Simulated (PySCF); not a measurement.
# SnC (triplet) at other levels of theory

Aim: see what other levels and later steps give for SnC (triplet).

The runs use PySCF 2.14.0; method and basis as typed in the scripts.

9 further runs of the same task are left out: 9 that didn't finish.

### 1 Starting geometry

SnC (triplet): 2 atoms, charge 0, spin multiplicity 3.

Bond lengths: Sn1–C2 1.957 Å.

### 2 The base run

The input, input.py:

```python
from pyscf import gto, scf, mp

mol = gto.M(
    atom='Sn 0 0 0; C 0 0 1.957',
    basis='def2-svpd',
    ecp={'Sn': 'def2-svpd'},
    charge=0,
    spin=2,
    verbose=4,
)
mf = scf.UHF(mol)
mf.kernel()
mp.MP2(mf, frozen=5).kernel()
mf.dip_moment()
print('orbital energies (hartree):', [e[max(0, n-3):n+3].round(4) for e, n in zip(mf.mo_energy, mol.nelec)])
```

Started as:

```bash
OMP_NUM_THREADS=1 python input.py
```

### 3 RHF

Edit 1 changes SCF type: UHF → RHF.

The input, input.py:

```python
from pyscf import gto, scf, mp

mol = gto.M(
    atom='Sn 0 0 0; C 0 0 1.957',
    basis='def2-svpd',
    ecp={'Sn': 'def2-svpd'},
    charge=0,
    spin=2,
    verbose=4,
)
mf = scf.RHF(mol)
mf.kernel()
mp.MP2(mf, frozen=5).kernel()
mf.dip_moment()
print('orbital energies (hartree):', mf.mo_energy[..., max(0, mol.nelec[1]-3):mol.nelec[0]+3].round(4))
```

### 4 M062x (UKS)

Edit 2 changes functional: none (Hartree–Fock) → m062x; SCF type: UHF → UKS; step after the SCF: mp2 → analyze.

Edit input.py of step 2 so:

```diff
@@ -1,2 +1,2 @@
-from pyscf import gto, scf, mp
+from pyscf import gto, dft
 
@@ -10,5 +10,5 @@
 )
-mf = scf.UHF(mol)
+mf = dft.UKS(mol, xc='m062x')
 mf.kernel()
-mp.MP2(mf, frozen=5).kernel()
+mf.mulliken_pop()
 mf.dip_moment()
```

### 5 ROHF

Edit 3 changes SCF type: UHF → ROHF.

The input, input.py:

```python
from pyscf import gto, scf, mp

mol = gto.M(
    atom='Sn 0 0 0; C 0 0 1.957',
    basis='def2-svpd',
    ecp={'Sn': 'def2-svpd'},
    charge=0,
    spin=2,
    verbose=4,
)
mf = scf.ROHF(mol)
mf.kernel()
mp.MP2(mf, frozen=5).kernel()
mf.dip_moment()
print('orbital energies (hartree):', mf.mo_energy[..., max(0, mol.nelec[1]-3):mol.nelec[0]+3].round(4))
```

**Question.** What will these runs give? Wanted: for each run, E(SCF); from base; gap, α spin; SCF dipole; after the SCF.

As calculated:

| run | E(SCF) (hartree) | from base (eV) | cycles | gap, α spin (eV) | SCF dipole (D) | after the SCF |
| --- | --- | --- | --- | --- | --- | --- |
| base | -251.002683 | 0 | 21 | 8.04 | 2.48 | MP2 correlation -4.876 eV, core frozen |
| RHF | -251.002579 | +0.0028 | 17 | n/a | 2.51 | MP2 correlation -5.010 eV, core frozen |
| m062x (UKS) | -252.088722 | not comparable | 17 | 6.81 | 2.51 | n/a |
| ROHF | -251.002579 | +0.0028 | 17 | n/a | 2.51 | MP2 correlation -5.010 eV, core frozen |

What this shows: The largest comparable shift of the SCF energy, +0.003 eV, comes with the run “RHF”. Total energies of different functionals can't be compared with each other; differences within one functional can. The dearest run is “m062x (UKS)”, at 6.2 s against 1 s.
